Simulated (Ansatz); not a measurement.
# YHg: bands on a fine mesh, and optics

Aim: levels on a fine mesh, and what follows from them: optical spectra of independent particles, band edges or the Fermi surface. Runs: cell and atoms relaxed (PAW); reference run (PAW and LAPW); spin-orbit coupling on (PAW and LAPW).

Program: Ansatz 0.2.0. Level of theory: DFT LDA, frozen-core PAW and all-electron LAPW, scalar-relativistic unless said. These are calculated values, not measurements.

1 further run of the same task is left out (it didn't finish).

## (1) The system as given

It takes space group Pm-3m (No. 221, cubic). Conventional cell: a = 3.680 Å, b = 3.680 Å, c = 3.680 Å, α = 90.00°, β = 90.00°, γ = 90.00°. Y (site symmetry m-3m) is surrounded by 8 Hg at 3.19 Å. Around Hg (site symmetry m-3m) lie 8 Y at 3.19 Å.

Structure file:

```xyz
2
Lattice="3.6800 0.0000 0.0000 0.0000 3.6800 0.0000 0.0000 0.0000 3.6800" Properties=species:S:1:pos:R:3 pbc="T T T"
Y     1.8400    1.8400    1.8400
Hg    0.0000    0.0000    0.0000
```

Cartesian axes are those of the input's lattice vectors. The structure goes back to a database entry.

## (2) Cell and atoms relaxed, PAW

The input, input.yaml:

```yaml
crystal:
  lattice:
    - [3.68, 0.0, 0.0]
    - [0.0, 3.68, 0.0]
    - [0.0, 0.0, 3.68]
  atoms:
    - { symbol: "Y", position: [0.5, 0.5, 0.5] }
    - { symbol: Hg, position: [0.0, 0.0, 0.0] }
kpoints:
  mp_grid: { grid: [10, 10, 10] }
scf:
  occupations: { method: fermi_dirac, width: 0.08 }
hamiltonian:
  xc: lda
  pseudopotentials: { kind: paw }
relax:
  f_tol: 0.002
  max_steps: 80
  cell: {}
output:
  forces: true
  stress: true
  write_density: true
  write_potential: true
  elf: true
  volumetric_format: npy
```

The run is started by

```bash
> ansatz run input.yaml --threads 1 --pin off --max-ram 3072MiB --backend cpu --events-out ev --progress --plain --runs-dir out
```

## (3) Reference run, fine mesh, PAW

The input, input.yaml:

```yaml
crystal:
  lattice:
    - [3.62473440065, 0.0, 0.0]
    - [0.0, 3.62473440065, 0.0]
    - [0.0, 0.0, 3.62473440065]
  atoms:
    - { symbol: "Y", position: [0.5, 0.5, 0.5] }
    - { symbol: Hg, position: [0.0, 0.0, 0.0] }
kpoints:
  mp_grid: { grid: [10, 10, 10] }
scf:
  occupations: { method: fermi_dirac, width: 0.08 }
hamiltonian:
  xc: lda
  pseudopotentials: { kind: paw }
output:
  forces: true
  stress: true
  eigenvalues: true
  eigenstates:
    nscf_kmesh: { grid: [16, 16, 16] }
    de_dk: true
    e_range: [-14, 14]
  optics:
    e_range: [0, 25]
    de: 0.2
    sigma: 0.25
    bands: { spectra_wanted_up_to: 25 }
    nscf_kmesh: { grid: [16, 16, 16] }
    drude_damping: 0.1
checkpoint:
  write: ck
  write_wavefunctions: false
```

## (4) Reference run, fine mesh, LAPW

Edit input.yaml of step 3 so:

```diff
@@ -14,3 +14,3 @@
   xc: lda
-  pseudopotentials: { kind: paw }
+  pseudopotentials: { kind: all_electron, lapw: { basis_error: 0.001 } }
 output:
```

## (5) Spin-orbit coupling on, fine mesh, PAW

The input, input.yaml:

```yaml
crystal:
  lattice:
    - [3.62473440065, 0.0, 0.0]
    - [0.0, 3.62473440065, 0.0]
    - [0.0, 0.0, 3.62473440065]
  atoms:
    - { symbol: "Y", position: [0.5, 0.5, 0.5] }
    - { symbol: Hg, position: [0.0, 0.0, 0.0] }
kpoints:
  mp_grid: { grid: [10, 10, 10] }
scf:
  occupations: { method: fermi_dirac, width: 0.08 }
hamiltonian:
  xc: lda
  pseudopotentials: { kind: paw_fr }
magnetization:
  noncollinear: true
  spin_orbit: true
output:
  forces: true
  stress: true
  eigenvalues: true
  eigenstates:
    nscf_kmesh: { grid: [12, 12, 12] }
    de_dk: true
    e_range: [-14, 14]
checkpoint:
  write: ck
  write_wavefunctions: false
```

## (6) Spin-orbit coupling on, fine mesh, LAPW

Edit input.yaml of step 5 so:

```diff
@@ -14,3 +14,3 @@
   xc: lda
-  pseudopotentials: { kind: paw_fr }
+  pseudopotentials: { kind: all_electron, lapw: { basis_error: 0.001 } }
 magnetization:
```

(Steps that only read results are left out.)

Q: Predict the outcome of this session. Wanted: states at the Fermi level; bare Sommerfeld coefficient; plasma energy; peak of the loss function along x.

**Answer**, as computed:

| quantity | value |
| --- | --- |
| states at the Fermi level (PAW) | 1.03 per eV and atom |
| bare Sommerfeld coefficient | 2.44 mJ/(K² mol of atoms) |
| plasma energy (x, y, z) | 4.6, 4.6, 4.6 eV |
| peak of the loss function along x | 13.0 eV |

Without spin-orbit coupling it is a metal with 3 bands crossing the Fermi level, 1.03 states per eV and atom there and a mean speed of 0.38 × 10⁶ m/s. These are bare band values on this mesh, without coupling to phonons. The spectra hold no excitons and no local fields. Cautions: frozen-core PAW files fitted under PBE, their cores solved anew for the functional of the run; filled d bands lie too high at this level, so their transitions start too early; these sums move with the mesh, by several per cent and more for small sheets.
